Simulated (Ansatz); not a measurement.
# BH₄LiOSi (SMILES [Li][O]B[SiH3]): functionals against CCSD(T) at one geometry

One table from this session's results is given with a row withheld; the runs are named, their logs left out.

The runs use Ansatz 0.2.0, Gaussian basis; single points in def2-TZVPP.

Correlated methods freeze the cores. The outer core shell of Li, Na, Mg and K is correlated.

1 further run of the same task is left out (it didn't finish).

**The system as given**

SMILES `[Li][O]B[SiH3]`, 8 atoms, charge 0, spin multiplicity 1.

Atoms are counted from 1 here; the program's logs count them from 0.

Bond lengths: Li1–O2 1.673 Å, O2–B3 1.327 Å, B3–Si4 2.128 Å, B3–H5 1.229 Å, Si4–H6 1.531 Å, Si4–H7 1.523 Å, Si4–H8 1.509 Å. Angles: Li1–O2–B3 175.3°, O2–B3–Si4 117.0°, O2–B3–H5 115.5°, Si4–B3–H5 127.4°, B3–Si4–H6 108.2°, B3–Si4–H7 118.2°, B3–Si4–H8 108.0°, H6–Si4–H7 105.0°, H6–Si4–H8 110.4°, H7–Si4–H8 106.9°.

Geometry (Å):

| atom | x (Å) | y (Å) | z (Å) |
| --- | --- | --- | --- |
| Li1 | -1.8444 | -1.9562 | 1.9038 |
| O2 | -0.8065 | -0.7480 | 1.3916 |
| B3 | 0.0988 | 0.1467 | 1.0178 |
| Si4 | 0.4285 | 0.3717 | -1.0723 |
| H5 | 0.6156 | 0.7898 | 1.9290 |
| H6 | -0.5859 | 1.3848 | -1.6096 |
| H7 | 1.7854 | 0.8871 | -1.5351 |
| H8 | 0.2245 | -0.9744 | -1.7240 |

Set-up of the first run:

Contents of run/in.yaml:

```yaml
crystal:
  periodic: [false, false, false]
  atoms:
    - {symbol: Li, position_ang: [-1.844397, -1.956154, 1.903814]}
    - {symbol: O, position_ang: [-0.806511, -0.747950, 1.391623]}
    - {symbol: B, position_ang: [0.098787, 0.146714, 1.017794]}
    - {symbol: Si, position_ang: [0.428491, 0.371705, -1.072296]}
    - {symbol: H, position_ang: [0.615613, 0.789824, 1.929041]}
    - {symbol: H, position_ang: [-0.585885, 1.384801, -1.609609]}
    - {symbol: H, position_ang: [1.785380, 0.887078, -1.535084]}
    - {symbol: H, position_ang: [0.224484, -0.974401, -1.724009]}
basis:
  gaussian: {orbitals: def2-TZVPP}
hamiltonian: {xc: pbe, dispersion: d4}
output: {forces: true}
```

The run is started by

```sh
> ansatz run in.yaml --threads 2 --pin off --events-out ev --progress --plain --max-ram 3481MiB
```

Steps of the session up to this table: PBE-D4/def2-TZVPP; r2SCAN-D4/def2-TZVPP; PBE0-D4/def2-TZVPP; wB97M-V/def2-TZVPP; CCSD(T)/def2-TZVPP.

One of the session's tables, all rows but one given; the rest of the session is left out.

```
   method  RMS force component (eV/Å)  angle to CCSD(T) forces (°)  dipole (D)
   PBE-D4                       0.251                         21.0        8.41
r2SCAN-D4                           ?                            ?           ?
  PBE0-D4                       0.324                         24.5        8.41
  wB97M-V                       0.325                         15.4        8.37
  CCSD(T)                       0.287                    reference        8.49
```

Estimate the missing values for r2SCAN-D4.

As computed: RMS force component (eV/Å): 0.296; angle to CCSD(T) forces (°): 18.5; dipole (D): 8.54. In the column «RMS force component (eV/Å)» it lies between CCSD(T) (0.287) and PBE0-D4 (0.324).
